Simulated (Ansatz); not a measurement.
# FH4NSi: the cost of one run

Method: PBE0-D4/def2-TZVP structures, single points in def2-TZVPP, no counterpoise correction; program: Ansatz 0.2.0, Gaussian basis.

Levels: SPW92, PBE-D4, BLYP-D4, r2SCAN-D4, B97M-V, PBE0-D4, B3LYP-D4, r2SCAN0-D4, BHLYP-D4, CAM-B3LYP-D4, wB97X-V, wB97M-V, B2PLYP, PBE-QIDH, RPA on PBE, Hartree-Fock, MP2, CCSD, CCSD(T).

Cores are frozen in the correlated methods. B3LYP uses VWN-RPA correlation. B2PLYP carries no dispersion term here.

95 further runs of the same task are left out: 1 that didn't finish, 94 set aside as unsound or not needed.

## 1. Where the work starts

The complex: 10 atoms, charge 0, spin multiplicity 1.

Atoms are counted from 1 here; the program's logs count them from 0.

Bond lengths: Si1–H3 1.480 Å, Si1–H4 1.478 Å, Si1–N5 1.690 Å, Si1–F7 1.620 Å, O2–H6 0.960 Å, O2–H8 0.963 Å, N5–H9 1.006 Å, N5–H10 1.009 Å. Angles: H3–Si1–H4 113.2°, H3–Si1–N5 108.4°, H3–Si1–F7 106.0°, H4–Si1–N5 111.0°, H4–Si1–F7 104.3°, N5–Si1–F7 113.9°, H6–O2–H8 105.4°, Si1–N5–H9 121.7°, Si1–N5–H10 118.8°, H9–N5–H10 112.9°.

Coordinates:

| atom | x (Å) | y (Å) | z (Å) |
| --- | --- | --- | --- |
| Si1 | -1.00389 | 0.16443 | -0.61829 |
| O2 | 1.36204 | -0.97083 | 1.23609 |
| H3 | -1.87884 | 0.64977 | -1.70950 |
| H4 | -1.75339 | -0.25432 | 0.58497 |
| N5 | 0.10844 | 1.38060 | -0.24571 |
| H6 | 1.09666 | -1.55841 | 1.94683 |
| F7 | -0.32609 | -1.20179 | -1.16342 |
| H8 | 1.17413 | -1.45199 | 0.42344 |
| H9 | 0.43884 | 2.02663 | -0.94214 |
| H10 | 0.78211 | 1.21592 | 0.48763 |

Its parts: FH4NSi holds atoms 1, 3, 4, 5, 7, 9, 10; H2O holds atoms 2, 6, 8. Each part counts its atoms afresh in its own runs.

## 2. Relaxing FH4NSi alone

File relax-a/in.yaml:

```yaml
crystal:
  periodic: [false, false, false]
  atoms:
    - {symbol: Si, position_ang: [-1.003893, 0.164430, -0.618286]}
    - {symbol: H, position_ang: [-1.878835, 0.649768, -1.709502]}
    - {symbol: H, position_ang: [-1.753392, -0.254323, 0.584966]}
    - {symbol: N, position_ang: [0.108435, 1.380597, -0.245713]}
    - {symbol: F, position_ang: [-0.326094, -1.201794, -1.163417]}
    - {symbol: H, position_ang: [0.438841, 2.026634, -0.942138]}
    - {symbol: H, position_ang: [0.782110, 1.215925, 0.487631]}
basis:
  gaussian: {orbitals: def2-TZVP}
hamiltonian: {xc: pbe0, dispersion: d4}
relax: {f_tol: 0.005, max_steps: 200}
```

On the command line:

```console
$ ansatz run in.yaml --threads 4 --pin off --events-out ev --progress --plain --max-ram 9574MiB
```

**Question.** How long does this run take on 4 threads of Arm Neoverse V2, shared host?

About 5 s.
